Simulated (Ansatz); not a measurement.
# SiAs− (triplet): wave-function methods side by side, aug-cc-pVDZ

The task here is to estimate one member of a computed series from the others.

Computed with Ansatz 0.2.0, Gaussian basis. Level: aug-cc-pVDZ, core rule «outside noble gas», up to 19 orbitals frozen.

The runs, in order: UHF; CCSD(T) on ROHF; CCSD(T) on UHF; BCCD(T) on ROHF; CISD as a restricted active space (open shells left free, so some higher excitations enter); CCSDT(Q) on ROHF; CCSDT(Q) on UHF; CASSCF and MRCISD+Q, 10 electrons in 8 orbitals; CASSCF and NEVPT2, 10 electrons in 8 orbitals.

4 further runs of the same task are left out: 4 set aside as unsound or not needed. Runs told in other sessions of the task aren't counted.

**What is computed**

The geometry is a PBE0/def2-TZVPD stationary point (not a proven minimum) of the parent state, kept for this charge and spin. No spin-orbit coupling is included. The filled d shell of As may be among the frozen orbitals whatever the setting's name suggests.

2 atoms, charge -1, spin multiplicity 3.

Atoms are counted from 1 here; the program's logs count them from 0.

Bond lengths: Si1–As2 2.097 Å.

The first run:

The input, in.yaml:

```yaml
crystal:
  periodic: [false, false, false]
  atoms:
    - {symbol: Si, position_ang: [0.000000, 0.000000, 0.000000]}
    - {symbol: As, position_ang: [0.000000, 0.000000, 2.097000]}
basis:
  gaussian: {orbitals: aug-cc-pVDZ}
total_charge: -1
magnetization: {spin_polarized: true, initial_magnetization: 2}
hamiltonian: {xc: hf}
output: {orbitals: {seedname: orbitals}}
```

Command:

```sh
> ansatz run in.yaml --threads 1 --pin off --events-out ev --progress --plain --max-ram 4096MiB --backend cpu
```

Steps of the session up to this table: UHF; CCSD(T) on ROHF; CCSD(T) on UHF; BCCD(T) on ROHF; CISD as a restricted active space (open shells left free, so some higher excitations enter); CCSDT(Q) on ROHF; CCSDT(Q) on UHF; CASSCF and MRCISD+Q, 10 electrons in 8 orbitals; CASSCF and NEVPT2, 10 electrons in 8 orbitals.

One of the session's tables, all rows but one given; the rest of the session is left out.

```
          method  from RCCSDT(Q) (kJ/mol)
            ROHF                   +572.8
             UHF                   +553.0
            RMP2                   +123.8
            UMP2                   +127.9
            CISD                    +97.3
           RCCSD                    +52.4
           UCCSD                    +51.8
        RCCSD(T)                    +25.1
        UCCSD(T)                        ?
         BCCD(T)                    +25.4
          RCCSDT                     +9.6
          UCCSDT                    +10.2
       RCCSDT(Q)                        0
       UCCSDT(Q)                     +1.0
  CASSCF valence                   +458.9
  NEVPT2 valence                   +108.4
  MRCISD valence                    +51.9
MRCISD+Q valence                     +5.9
```

Q: Estimate the row for UCCSD(T) from the others.

As computed: from RCCSDT(Q) (kJ/mol): +25.5. In the column «from RCCSDT(Q) (kJ/mol)» it lies between BCCD(T) (+25.4) and UCCSD (+51.8).

Limits of these values: Restricted and unrestricted rows rest on different reference determinants; a gap between their highest levels can come from leftover correlation error, from unlike frozen cores or from another state.
